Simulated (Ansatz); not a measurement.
# Ge5Br: what a guessed cell relaxes into, part 1 of 2

Aim: relax a trial structure of Ge5Br and see where it ends.

Computed with Ansatz 0.2.0 (DFT PBE, scalar-relativistic, plane waves, PAW, unless a step's input says otherwise).

**1. Starting point**

Symmetry: P-62m, No. 189, hexagonal system. Conventional cell: a = 5.870 Å, b = 5.870 Å, c = 5.318 Å, α = 90.00°, β = 90.00°, γ = 120.00°. Ge (site symmetry -6) has 9 Ge at 3.34 to 3.39 Å and 3 Br at 3.39 Å as nearest neighbours. Ge (site symmetry m2m) has 10 Ge at 3.17 to 3.51 Å and 2 Br at 3.23 Å as nearest neighbours. Br (site symmetry -62m) is surrounded by 12 Ge at 3.23 to 3.39 Å.

Structure file:

```
Ge Br
1.0
     5.87002    0.00000    0.00000
    -2.93501    5.08359    0.00000
     0.00000    0.00000    5.31770
Ge Br
5 1
Direct
  0.33333 0.66667 0.50000
  0.00000 0.68848 0.00000
  0.68848 0.00000 0.00000
  0.31152 0.31152 0.00000
  0.66667 0.33333 0.50000
  0.00000 0.00000 0.50000
```

The cell is invented: species swapped into a database cell of La5Mg (P-62m, No. 189), with Ge on the La sites and Br on the Mg sites. Its size is a rough estimate.

**2. A first look at the guess**

Contents of input.yaml:

```yaml
crystal:
  lattice:
    - [5.87002267, 0.0, 0.0]
    - [-2.93501134, 5.08358875, 0.0]
    - [0.0, 0.0, 5.3176988]
  atoms:
    - { symbol: Ge, position: [0.33333333, 0.66666667, 0.5] }
    - { symbol: Ge, position: [0.0, 0.68848425, 0.0] }
    - { symbol: Ge, position: [0.68848425, 0.0, 0.0] }
    - { symbol: Ge, position: [0.31151575, 0.31151575, 0.0] }
    - { symbol: Ge, position: [0.66666667, 0.33333333, 0.5] }
    - { symbol: Br, position: [0.0, 0.0, 0.5] }
basis:
  ecutwfc: 420
kpoints:
  mp_grid: { grid: [3, 3, 4] }
hamiltonian:
  xc: pbe
scf:
  occupations: { method: gaussian, width: 0.1 }
  lower_state_search: "off"
output:
  forces: true
  stress: true
  eigenvalues: true
```

Started as:

```
> ansatz run input.yaml --threads 1 --pin off --max-ram 2560MiB --backend cpu --events-out ev --progress --plain --runs-dir out
```

Log, shortened:

```text
Warning: RAYON_NUM_THREADS=1 ignored (pool sized by the plan → 1); use --threads N
[...]
Pseudopotentials: kind: paw
Pseudopotential: Ge, paw, valence charge 14, recommended cutoff 420 eV (normal), Ge.paw.azcp
Pseudopotential: Br, paw, valence charge 7, recommended cutoff 420 eV (normal), Br.paw.azcp
Functional definition: PBE
[...]
Crystal: 6 atoms, lattice volume = 158.684 Å³
Basis set: ecut = 420 eV, 3137 PW (Γ), exchange–correlation on 80×80×72 points (8 copies of the dense FFT grid, shifted against one another)
Bands: 47, of which v1, the nominal top of the filled ones, is band 39 counted from 1 (38 counted from 0)
Symmetry: 12 space group operations
Space group: P-62m (ITA 189), of the structure as read, at distance tolerance 5.4e-5 Å
[...]
SCF converged after 8 iterations
Free energy (F): -24254.735033 eV
[...]
E sigma→0 (E₀):  -24254.723217 eV
Entropy (-TS):   -0.023632 eV (-3.939 meV/atom)
Fermi energy:    6.579307 eV
[...]
--- Forces (eV/Å), atoms counted from 1 ---
  atom   1  Ge     0.00000000     0.00000000    -0.00000000
  atom   2  Ge     0.24588971    -0.42589347     0.00000000
  atom   3  Ge    -0.49177941    -0.00000000    -0.00000000
  atom   4  Ge     0.24588971     0.42589347     0.00000000
  atom   5  Ge    -0.00000000    -0.00000000     0.00000000
  atom   6  Br    -0.00000000    -0.00000000    -0.00000000
[...]
--- Stress (GPa, compression-positive) ---
       -6.818474      -0.000000      -0.000000
       -0.000000      -6.818474       0.000000
       -0.000000       0.000000      -7.972191
  P = ⅓ Tr σ = -7.2030 GPa (-72.030 kbar)
--- Band table (eV; the first three rows and the last of 9) ---
[...]
```

Run time: 7.5 s. Hardware: 1 thread of Intel Xeon Platinum 8259CL at 2.50GHz (Skylake/Cascade Lake), shared host; peak memory 0.42 GiB.

From the probe: pressure -7.2 GPa, largest force 0.49 eV/Å, gap on this mesh none (metal). A guess like this is first relaxed loosely on the coarse mesh.

**3. Rough relaxation on the coarse mesh**

Edit input.yaml of step 2 so:

```diff
@@ -25 +25,6 @@
   eigenvalues: true
+relax:
+  adjacent_minimum: "off"
+  f_tol: 0.04
+  max_steps: 70
+  cell: { stress_tol: 0.4 }
```

Started as:

```
> ansatz run input.yaml --threads 1 --pin off --max-ram 2560MiB --backend cpu --events-out ev --progress --plain --runs-dir out
```

Log:

```text
Warning: RAYON_NUM_THREADS=1 ignored (pool sized by the plan → 1); use --threads N
Engine: ansatz 0.2.0, x86_64-unknown-linux-gnu
[... 4 set-up lines as earlier in the session ...]
  parameter kappa = 0.804
  parameter beta = 0.06672455060314922
  exchange = pbe_x(kappa = kappa, mu = beta*pi^2/3)
  correlation = pbe_c(beta = beta)
Crystal: 6 atoms, lattice volume = 158.684 Å³
Basis set: ecut = 420 eV, 3137 PW (Γ), exchange–correlation on 80×80×72 points (8 copies of the dense FFT grid, shifted against one another)
Bands: 47, of which v1, the nominal top of the filled ones, is band 39 counted from 1 (38 counted from 0)
[... 2 set-up lines as earlier in the session ...]
k-points: 9 of 36 (time reversal used)
Non-local potential: Ge, projectors of the file, l = 0: 2, l = 1: 2, l = 2: 3, l = 3: 1
Non-local potential: Br, projectors of the file, l = 0: 2, l = 1: 2, l = 2: 2
PAW form: soft (Blöchl's): semilocal exchange-correlation on the pseudo side does not see the compensation charge
PAW one-centre angular grid: Ge, 590 points (default); XC on 64 Gauss nodes
PAW one-centre angular grid: Br, 110 points (default); XC on 64 Gauss nodes
Initial density: superposition of atomic densities (neutral atoms: chi_scale 0, normalization atom), corrected by the library's trained network
Initial wavefunctions: pseudopotential atomic-orbital guess
Functional: x = pbe(κ = 0.804, μ = 0.2195149727645171), c = pbe(β = 0.06672455060314922)
SCF iter   1: F=—  HF=-24254.741777 eV  |F-HF|=—  |Δ(HF+E_count)|=         —  Δρ=2.10e-3  dr2=2.08e-2  ethr=1.77e-3  ⟨swp⟩=6.6  Hψ=1502  notcnv=0
preconditioner: auto → Kerker (q_TF=auto, 2.419 Å⁻¹)  [metal: Δε(μ)=0.057 eV  Ē_g=20.131 eV  σ=0.100 eV  W_gap=0.31  n_scr=28 (ndim 8)  ℏωp=25.9 eV  f_vac=0.000  D(μ)=4.55/eV (n_scr^D=26)]
SCF iter   2: F=—  HF=-24254.735949 eV  |F-HF|=—  |Δ(HF+E_count)|=   5.83e-3  Δρ=1.18e-3  dr2=6.74e-3  ethr=2.70e-5  ⟨swp⟩=2.0  Hψ=550  notcnv=0
SCF iter   3: F=—  HF=-24254.735051 eV  |F-HF|=—  |Δ(HF+E_count)|=   8.97e-4  Δρ=3.78e-4  dr2=3.01e-4  ethr=8.76e-6  ⟨swp⟩=2.0  Hψ=522  notcnv=0
SCF iter   4: F=—  HF=-24254.734920 eV  |F-HF|=—  |Δ(HF+E_count)|=   1.31e-4  Δρ=1.90e-4  dr2=9.40e-5  ethr=3.90e-7  ⟨swp⟩=2.0  Hψ=711  notcnv=0
SCF iter   5: F=—  HF=-24254.735033 eV  |F-HF|=—  |Δ(HF+E_count)|=   1.13e-4  Δρ=5.40e-5  dr2=6.41e-6  ethr=1.22e-7  ⟨swp⟩=2.0  Hψ=521  notcnv=0
SCF iter   6: F=—  HF=-24254.735033 eV  |F-HF|=—  |Δ(HF+E_count)|=   7.31e-8  Δρ=1.87e-5  dr2=7.93e-7  ethr=8.33e-9  ⟨swp⟩=2.1  Hψ=532  notcnv=0
SCF iter   7: F=—  HF=-24254.735033 eV  |F-HF|=—  |Δ(HF+E_count)|=   1.49e-7  Δρ=7.15e-6  dr2=1.17e-7  ethr=1.03e-9  ⟨swp⟩=2.0  Hψ=747  notcnv=0
SCF iter   8: F=-24254.735033 eV  HF=-24254.735033 eV  |F-HF|=2.25e-8  |Δ(HF+E_count)|=   3.56e-8  Δρ=3.26e-6  dr2=3.02e-8  ethr=1.30e-10  ⟨swp⟩=8.4  Hψ=1537  notcnv=0
SCF 1 converged in 8 iterations: F = -24254.735033 eV  dr2 = 3.02e-8
relax step   1: F+E_penalty+E_count = -24254.73503266 eV  Δ(F+E_penalty+E_count) = +0.000e0 eV  max|allowed force component| = 4.918e-1 eV/Å  Δτ_max = 0.0000 Å  P = -7.203 GPa  Ω = 158.684 Å³  (8 SCF iters, dr2 threshold 1.00e-7 eV, accepted)
Crystal: 6 atoms, lattice volume = 138.638 Å³
Basis set: ecut = 420 eV, 2717 PW (Γ), exchange–correlation on 80×80×72 points (8 copies of the dense FFT grid, shifted against one another)
Initial density: handed on by an earlier stage of this run
Initial wavefunctions: those handed on with the density
iter 1 solved again at ethr=2.19e-4 eV; its pass at ethr=3.10e-3 eV (dr2=1.69e-1 eV) is discarded
SCF iter   1: F=—  HF=-24255.666341 eV  |F-HF|=—  |Δ(HF+E_count)|=         —  Δρ=5.65e-3  dr2=1.70e-1  ethr=2.19e-4  ⟨swp⟩=1.6  Hψ=1961  notcnv=0
preconditioner: auto → Resta (q_TF=auto, 2.474 Å⁻¹)  ε∞=2.8  [insulator: Δε(μ)=0.205 eV  Ē_g=20.490 eV  σ=0.100 eV  W_gap=0.62  n_scr=26 (ndim 8)  ℏωp=27.7 eV  f_vac=0.000  D(μ)=4.39/eV (n_scr^D=26)  ε∞_Penn≈2.8]
SCF iter   2: F=—  HF=-24255.624437 eV  |F-HF|=—  |Δ(HF+E_count)|=   4.19e-2  Δρ=2.11e-3  dr2=9.76e-3  ethr=2.19e-4  ⟨swp⟩=2.0  Hψ=573  notcnv=0
SCF iter   3: F=—  HF=-24255.622227 eV  |F-HF|=—  |Δ(HF+E_count)|=   2.21e-3  Δρ=1.12e-3  dr2=2.18e-3  ethr=1.27e-5  ⟨swp⟩=2.0  Hψ=500  notcnv=0
SCF iter   4: F=—  HF=-24255.621938 eV  |F-HF|=—  |Δ(HF+E_count)|=   2.89e-4  Δρ=3.02e-4  dr2=8.69e-5  ethr=2.83e-6  ⟨swp⟩=2.0  Hψ=752  notcnv=0
SCF iter   5: F=—  HF=-24255.621883 eV  |F-HF|=—  |Δ(HF+E_count)|=   5.44e-5  Δρ=8.95e-5  dr2=8.34e-6  ethr=1.13e-7  ⟨swp⟩=2.0  Hψ=753  notcnv=0
SCF iter   6: F=-24255.621888 eV  HF=-24255.621888 eV  |F-HF|=9.36e-8  |Δ(HF+E_count)|=   4.91e-6  Δρ=1.90e-5  dr2=3.34e-7  ethr=7.79e-10  ⟨swp⟩=7.6  Hψ=2052  notcnv=0
SCF 2 converged in 6 iterations: F = -24255.621888 eV  dr2 = 3.34e-7
relax step   2: F+E_penalty+E_count = -24255.62188820 eV  Δ(F+E_penalty+E_count) = -8.869e-1 eV  max|allowed force component| = 6.667e-1 eV/Å  Δτ_max = 0.0853 Å  P = -3.892 GPa  Ω = 138.638 Å³  energy of the carried Pulay correction = +2.703e-3 eV  (6 SCF iters, dr2 threshold 6.00e-7 eV, accepted)
Crystal: 6 atoms, lattice volume = 126.361 Å³
Basis set: ecut = 420 eV, 2435 PW (Γ), exchange–correlation on 80×80×72 points (8 copies of the dense FFT grid, shifted against one another)
iter 1 solved again at ethr=1.25e-4 eV; its pass at ethr=3.10e-3 eV (dr2=9.62e-2 eV) is discarded
SCF iter   1: F=—  HF=-24256.142852 eV  |F-HF|=—  |Δ(HF+E_count)|=         —  Δρ=5.70e-3  dr2=9.88e-2  ethr=1.25e-4  ⟨swp⟩=1.8  Hψ=2001  notcnv=0
preconditioner: auto → Kerker (q_TF=auto, 2.512 Å⁻¹)  [metal: Δε(μ)=0.173 eV  Ē_g=20.771 eV  σ=0.100 eV  W_gap=0.50  n_scr=26 (ndim 8)  ℏωp=29.0 eV  f_vac=0.000  D(μ)=4.09/eV (n_scr^D=26)]
SCF iter   2: F=—  HF=-24256.128849 eV  |F-HF|=—  |Δ(HF+E_count)|=   1.40e-2  Δρ=3.35e-3  dr2=3.98e-2  ethr=1.25e-4  ⟨swp⟩=1.3  Hψ=426  notcnv=0
SCF iter   3: F=—  HF=-24256.119747 eV  |F-HF|=—  |Δ(HF+E_count)|=   9.10e-3  Δρ=1.04e-3  dr2=2.63e-3  ethr=5.17e-5  ⟨swp⟩=2.0  Hψ=487  notcnv=0
SCF iter   4: F=—  HF=-24256.119038 eV  |F-HF|=—  |Δ(HF+E_count)|=   7.09e-4  Δρ=5.38e-4  dr2=5.40e-4  ethr=3.41e-6  ⟨swp⟩=2.0  Hψ=708  notcnv=0
SCF iter   5: F=—  HF=-24256.118815 eV  |F-HF|=—  |Δ(HF+E_count)|=   2.22e-4  Δρ=1.55e-4  dr2=4.16e-5  ethr=7.01e-7  ⟨swp⟩=2.0  Hψ=694  notcnv=0
SCF iter   6: F=—  HF=-24256.118820 eV  |F-HF|=—  |Δ(HF+E_count)|=   4.30e-6  Δρ=3.14e-5  dr2=1.43e-6  ethr=5.40e-8  ⟨swp⟩=2.0  Hψ=546  notcnv=0
SCF iter   7: F=—  HF=-24256.118820 eV  |F-HF|=—  |Δ(HF+E_count)|=   2.86e-7  Δρ=1.50e-5  dr2=1.94e-7  ethr=7.79e-10  ⟨swp⟩=7.3  Hψ=1923  notcnv=0
SCF iter   8: F=-24256.118820 eV  HF=-24256.118820 eV  |F-HF|=4.07e-9  |Δ(HF+E_count)|=   2.82e-7  Δρ=5.54e-6  dr2=3.96e-8  ethr=2.52e-10  ⟨swp⟩=4.0  Hψ=1216  notcnv=0
the search or the solves at the SCF's close seem to have found levels that the self-consistency loop had missed (the run counts 2). By its estimate they hold under 1e-12 electrons; where the run keeps them, the occupations were computed again with them
SCF 3 converged in 8 iterations: F = -24256.118820 eV  dr2 = 3.96e-8
relax step   3: F+E_penalty+E_count = -24256.11881973 eV  Δ(F+E_penalty+E_count) = -4.969e-1 eV  max|allowed force component| = 3.612e-1 eV/Å  Δτ_max = 0.1953 Å  P = +0.011 GPa  Ω = 126.361 Å³  energy of the carried Pulay correction = +4.548e-3 eV  (8 SCF iters, dr2 threshold 6.00e-7 eV, accepted)
[... 13 lines left out ...]
relax step   4: F+E_penalty+E_count = -24256.29945986 eV  Δ(F+E_penalty+E_count) = -1.806e-1 eV  max|allowed force component| = 2.238e-1 eV/Å  Δτ_max = 0.1892 Å  P = +2.196 GPa  Ω = 123.146 Å³  energy of the carried Pulay correction = +5.057e-3 eV  (7 SCF iters, dr2 threshold 6.00e-7 eV, accepted)
[... 11 lines left out ...]
relax step   5: F+E_penalty+E_count = -24256.39722070 eV  Δ(F+E_penalty+E_count) = -9.776e-2 eV  max|allowed force component| = 2.352e-2 eV/Å  Δτ_max = 0.1953 Å  P = +0.854 GPa  Ω = 127.632 Å³  energy of the carried Pulay correction = +4.349e-3 eV  (6 SCF iters, dr2 threshold 6.00e-7 eV, accepted)
[... 10 lines left out ...]
relax step   6: F+E_penalty+E_count = -24256.40407941 eV  Δ(F+E_penalty+E_count) = -6.859e-3 eV  max|allowed force component| = 8.758e-3 eV/Å  Δτ_max = 0.0142 Å  P = -0.242 GPa  Ω = 129.821 Å³  energy of the carried Pulay correction = +4.012e-3 eV  (5 SCF iters, dr2 threshold 6.00e-7 eV, accepted)
[... 8 lines left out ...]
relax step   7: F+E_penalty+E_count = -24256.40493885 eV  Δ(F+E_penalty+E_count) = -8.594e-4 eV  max|allowed force component| = 3.234e-3 eV/Å  Δτ_max = 0.0066 Å  P = -0.007 GPa  Ω = 129.359 Å³  energy of the carried Pulay correction = +4.083e-3 eV  (4 SCF iters, dr2 threshold 5.53e-7 eV, accepted)
Basis set: ecut = 420 eV, 2571 PW (Γ), exchange–correlation on 80×80×64 points (8 copies of the dense FFT grid, shifted against one another)
Initial wavefunctions: pseudopotential atomic-orbital guess (no wavefunctions were taken with the density)
iter 1 solved again at ethr=7.99e-8 eV; its pass at ethr=3.10e-3 eV (dr2=6.16e-5 eV) is discarded
SCF iter   1: F=—  HF=-24256.400523 eV  |F-HF|=—  |Δ(HF+E_count)|=         —  Δρ=1.16e-4  dr2=3.97e-6  ethr=7.99e-8  ⟨swp⟩=4.2  Hψ=2641  notcnv=0
SCF iter   2: F=—  HF=-24256.400578 eV  |F-HF|=—  |Δ(HF+E_count)|=   5.57e-5  Δρ=1.00e-4  dr2=5.34e-6  ethr=5.16e-9  ⟨swp⟩=2.0  Hψ=769  notcnv=0
SCF iter   3: F=—  HF=-24256.400581 eV  |F-HF|=—  |Δ(HF+E_count)|=   3.23e-6  Δρ=3.09e-5  dr2=4.80e-7  ethr=5.16e-9  ⟨swp⟩=3.0  Hψ=760  notcnv=0
SCF iter   4: F=—  HF=-24256.400581 eV  |F-HF|=—  |Δ(HF+E_count)|=   1.49e-8  Δρ=3.63e-6  dr2=1.17e-8  ethr=6.24e-10  ⟨swp⟩=2.0  Hψ=769  notcnv=0
SCF iter   5: F=-24256.400581 eV  HF=-24256.400581 eV  |F-HF|=1.15e-9  |Δ(HF+E_count)|=   6.23e-9  Δρ=1.10e-6  dr2=9.47e-10  ethr=4.99e-12  ⟨swp⟩=6.0  Hψ=1566  notcnv=0
SCF 8 converged in 5 iterations: F = -24256.400581 eV  dr2 = 9.47e-10
relax step   8: F+E_penalty+E_count = -24256.40058146 eV  Δ(F+E_penalty+E_count) = +4.357e-3 eV  max|allowed force component| = 3.308e-3 eV/Å  Δτ_max = 0.0000 Å  P = -0.008 GPa  Ω = 129.359 Å³  stress off target by 3.70e-2 GPa  SCF on the basis re-selected at this cell (its energy is not comparable with the rows above)  (5 SCF iters)
basis re-selected at this cell: Δ(F+E_penalty+E_count) = +4.357e-3 eV, ΔP = -0.000 GPa vs the last step (what re-selecting the basis moved, of the pressure what is left beyond the Pulay correction that the steps carried, after the strain that the cell walked since its last selection, with what the two solves' SCF thresholds leave and, on support functions, any second-order correction that the steps lacked; it is no measure of the basis error at this ecutwfc). The dense FFT grid was sized anew with the basis: this SCF ran on 40×40×32 points, the steps before it on 40×40×36, so part of this shift can come from that change (see relax.cell in the input reference). This SCF's stress stands 3.70e-2 GPa from its target on what of the cell is left free (relax.cell.stress_tol is 4.00e-1 GPa) and its largest allowed force component is 3.31e-3 eV/Å (relax.f_tol is 4.00e-2 eV/Å): within both
SCF converged after 5 iterations
Free energy (F): -24256.400581 eV
Harris-Foulkes:  -24256.400581 eV  (|F-HF|=1.15e-9)
Internal energy: -24256.393009 eV  (E = F + TS)
E sigma→0 (E₀):  -24256.396795 eV
Entropy (-TS):   -0.007572 eV (-1.262 meV/atom)
Fermi energy:    8.808126 eV
--- Per-component energies (eV) ---
  E_band       = -701.635807
  E_kinetic    = 680.535903
  E_local      = -12154.479364  (includes V_loc(G=0)·N_el)
  E_nonlocal   = 2143.923448
  E_hartree    = 5295.167154
  E_xc         = -639.838273
  E_vxc        = -422.601236  (∫ρ·V_xc dr)
  E_paw        = -12326.047620  (= ΣΔE_a)
  E_vpaw       = -1539.351701  (= ΣTr[D̂ρ^β])
  E_aug_tail   = 0.001366  (compensation charges beyond the density's cutoff)
  E_ewald      = -7255.655624
  E_smearing   = -0.007572  (= −TS)
  E_closure    = 0.000000  (closes the sum)
  Σ components = -24256.400581   (vs F -24256.400581, Δ=0.00e0)
--- Forces (eV/Å), atoms counted from 1 ---
  atom   1  Ge    -0.00000000    -0.00000000    -0.00000000
  atom   2  Ge    -0.00165417     0.00286510    -0.00000000
  atom   3  Ge     0.00330833     0.00000000    -0.00000000
  atom   4  Ge    -0.00165417    -0.00286510    -0.00000000
  atom   5  Ge    -0.00000000     0.00000000     0.00000000
  atom   6  Br    -0.00000000     0.00000000    -0.00000000
  max |Σ_I F_I| component: 1.51e-16 eV/Å
--- Stress (GPa, compression-positive) ---
        0.007227      -0.000000      -0.000000
       -0.000000       0.007227      -0.000000
       -0.000000      -0.000000      -0.037006
  P = ⅓ Tr σ = -0.0075 GPa (-0.075 kbar)
--- Band table (eV; the first three rows and the last of 9) ---
  k-point 0: bands = ["-15.9744", "-15.9744", "-15.9656", "-15.9656", "-15.9579", "-15.9579", "-15.9534", "-15.9478", "-15.9478", "-15.9298", "-15.8032", "-15.7941", "-15.7941", "-15.7896", "-15.7672", "-15.7672", "-15.7655", "-15.7632", "-15.7632", "-15.7578", "-15.7230", "-15.7230", "-15.7128", "-15.7128", "-15.7121", "-6.3459", "-2.8255", "1.0865", "1.9087", "1.9087", "2.8693", "4.0041", "4.3908", "4.3908", "6.8721", "7.5713", "8.1115", "8.1115", "9.0582", "9.5337", "9.5337", "9.8843", "9.8843", "10.9967", "12.7989", "12.7989", "14.7117"]
  k-point 1: bands = ["-15.9734", "-15.9734", "-15.9604", "-15.9604", "-15.9574", "-15.9574", "-15.9504", "-15.9504", "-15.9486", "-15.9447", "-15.8035", "-15.7950", "-15.7950", "-15.7732", "-15.7707", "-15.7707", "-15.7695", "-15.7581", "-15.7581", "-15.7567", "-15.7305", "-15.7305", "-15.7132", "-15.7105", "-15.7105", "-6.2827", "-2.5552", "0.7006", "1.4727", "2.2064", "2.2064", "4.6448", "4.6448", "5.2990", "5.7999", "6.6736", "6.6736", "7.5320", "7.9172", "7.9172", "12.0605", "12.0764", "12.0764", "12.1184", "13.2742", "13.2742", "15.6595"]
  k-point 2: bands = ["-15.9717", "-15.9717", "-15.9648", "-15.9648", "-15.9582", "-15.9582", "-15.9572", "-15.9435", "-15.9411", "-15.9411", "-15.8041", "-15.7957", "-15.7957", "-15.7767", "-15.7767", "-15.7728", "-15.7585", "-15.7561", "-15.7537", "-15.7537", "-15.7368", "-15.7368", "-15.7147", "-15.7079", "-15.7079", "-6.2174", "-2.0438", "-0.6463", "2.1776", "2.6403", "2.6403", "3.7629", "4.7863", "4.7863", "5.5705", "5.8559", "5.8559", "6.9819", "6.9819", "11.1111", "11.6475", "12.1240", "12.1240", "13.9516", "14.9241", "15.5321", "15.5321"]
  k-point 8: bands = ["-15.9815", "-15.9698", "-15.9698", "-15.9656", "-15.9538", "-15.9538", "-15.9486", "-15.9442", "-15.9442", "-15.9407", "-15.8042", "-15.8042", "-15.7739", "-15.7708", "-15.7671", "-15.7671", "-15.7652", "-15.7591", "-15.7591", "-15.7482", "-15.7482", "-15.7430", "-15.7175", "-15.7099", "-15.7099", "-6.1309", "-0.5799", "-0.5799", "-0.0559", "-0.0559", "1.5989", "5.5948", "5.6591", "5.6591", "5.7086", "7.2402", "7.2402", "9.6295", "9.6295", "10.0760", "12.0865", "12.0865", "12.2565", "12.4252", "13.3207", "13.3207", "13.6253"]
--- Relaxed structure (7 steps of the walk, 7 accepted, 1 SCFs on fresh bases) ---
  F+E_penalty+E_count = -24256.40058146 eV   max|allowed force component| = 3.308e-3 eV/Å   (the final SCF, on the basis selected at the relaxed cell)
  cell:  # Å, volume = 129.3590 Å³
    - [5.65169028733376, 2.779379979081327e-9, 8.428789268418497e-27]
    - [-2.825845146073894, 4.89450736176312, 1.4843153613700354e-17]
    - [1.2607246916857023e-33, 1.5526712336600572e-17, 4.676374636762961]
  atoms:
    - { symbol: Ge, position: [0.3333333333333334, 0.6666666666666667, 0.5] }
    - { symbol: Ge, position: [5.551115123125783e-17, 0.5765012459644974, 1.9808781802486347e-18] }
    - { symbol: Ge, position: [0.5765012459644973, -1.0916938232163053e-17, 1.1248556995411433e-27] }
    - { symbol: Ge, position: [0.42349875403550274, 0.4234987540355027, -1.980878181373491e-18] }
    - { symbol: Ge, position: [0.6666666666666667, 0.3333333333333333, 0.5] }
    - { symbol: Br, position: [2.205609353994338e-18, 4.0664425137533325e-18, 0.5] }
```

Wall time 61 s (1 thread of Intel Xeon Platinum 8259CL at 2.50GHz (Skylake/Cascade Lake), shared host); peak memory 0.44 GiB.

Relaxation path:

| step | energy from step 1 (eV/cell) | largest force component (eV/Å) | pressure (GPa) | volume (Å³) |
| --- | --- | --- | --- | --- |
| 1 | 0.0000 | 0.4918 | -7.20 | 158.68 |
| 2 | -0.8869 | 0.6667 | -3.89 | 138.64 |
| 3 | -1.3838 | 0.3612 | 0.01 | 126.36 |
| 4 | -1.5644 | 0.2238 | 2.20 | 123.15 |
| 5 | -1.6622 | 0.0235 | 0.85 | 127.63 |
| 6 | -1.6690 | 0.0088 | -0.24 | 129.82 |
| 7 | -1.6699 | 0.0032 | -0.01 | 129.36 |
| 8 | -1.6655 | 0.0033 | -0.01 | 129.36 |

Step 1 is the start. Step 8 repeats the geometry before it on a plane-wave basis chosen anew for that cell, so its energy need not be comparable with the rows above.

|  | before | after | change |
| --- | --- | --- | --- |
| a (Å) | 5.870 | 5.652 | -3.7 % |
| b (Å) | 5.870 | 5.652 | -3.7 % |
| c (Å) | 5.318 | 4.676 | -12.1 % |
| volume (Å³/atom) | 26.45 | 21.56 | -18.5 % |
| shortest distance (Å) | 3.167 | 2.884 | -9.0 % |
| space group (0.01 Å) | P-62m | P-62m | same |

Forces and stress were held to the start's 12 operations: a distortion of lower symmetry was not tested.

(Continued in part 2 of 2.)
